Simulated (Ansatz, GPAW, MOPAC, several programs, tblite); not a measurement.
What each method gives for FeClBr (Janus 2H monolayer)

FeClBr as a Janus 2H monolayer, relaxed with r2SCAN in Ansatz, was computed with several methods. The sheet's in-plane cell has a = 3.404 Å, b = 3.404 Å (γ = 120.0°), and its outermost atoms lie 2.97 Å apart along the normal. Fe has 3 Br at 2.37 Å and 3 Cl at 2.57 Å; Cl has 3 Fe at 2.57 Å; Br has 3 Fe at 2.37 Å. No spin polarisation and no zero-point or thermal motion; the cell was built from a prototype and may be hypothetical.

```yaml
crystal:
  lattice:
    - [3.40424, 0.00000, 0.00000]
    - [-1.70212, 2.94816, 0.00000]
    - [0.00000, 0.00000, 29.95449]
  atoms:
    - { symbol: Fe, position: [0.33333, 0.66667, 0.29679] }
    - { symbol: Cl, position: [0.66667, 0.33333, 0.35181] }
    - { symbol: Br, position: [0.66667, 0.33333, 0.25277] }
```
Periodic in the plane only; c spans the vacuum.

Gaps and times are for a single point on this cell. Times are rough, from shared hosts (Intel Xeon Platinum 8488C), and each method has its own mesh and cell size. PM6 (MOPAC), PM7 (MOPAC), GFN1-xTB (tblite), GFN2-xTB (tblite) treat a cluster of cells at its zone centre, which samples few k points: where these miss a band edge, the gap comes out too large for that reason alone. Gaps from k meshes are read at a limited set of points (mesh, symmetry points, PBE's band edges), so each method's own least gap may be somewhat smaller. xTB and the PM methods were fitted mostly to molecules, and can miss a solid's gap by electronvolts. Minimal bases can be far off for gaps. The open d shell was run without spin, which may not be the ground state of these methods, hybrids least of all. d marks a direct gap, i an indirect one (no mark: not told apart), a dash a value that wasn't computed or didn't pass its checks.

```json
{"method": "GFN2-xTB (tblite)", "kind": "tight binding", "gap (eV)": "0.49", "atoms computed": "27", "processor time": "1.4 s"}
{"method": "GFN1-xTB (tblite)", "kind": "tight binding", "gap (eV)": "0.36", "atoms computed": "27", "processor time": "1.6 s"}
{"method": "light PBE (260 eV and a coarse mesh)", "kind": "light plane-wave", "gap (eV)": "0.01", "atoms computed": "3", "processor time": "3 s"}
{"method": "PBE/single zeta (GPAW)", "kind": "small basis", "gap (eV)": "0.15 i", "atoms computed": "3", "processor time": "6.4 s"}
{"method": "PM7 (MOPAC)", "kind": "semi-empirical", "gap (eV)": "5.03", "atoms computed": "27", "processor time": "6.8 s"}
{"method": "PBE", "kind": "semilocal", "gap (eV)": "0.03 i", "atoms computed": "3", "processor time": "12 s"}
{"method": "PM6 (MOPAC)", "kind": "semi-empirical", "gap (eV)": "5.62", "atoms computed": "27", "processor time": "22 s"}
{"method": "r2SCAN", "kind": "semilocal", "gap (eV)": "0.66 i", "atoms computed": "3", "processor time": "28 s"}
```

Spin-orbit coupling is left out.
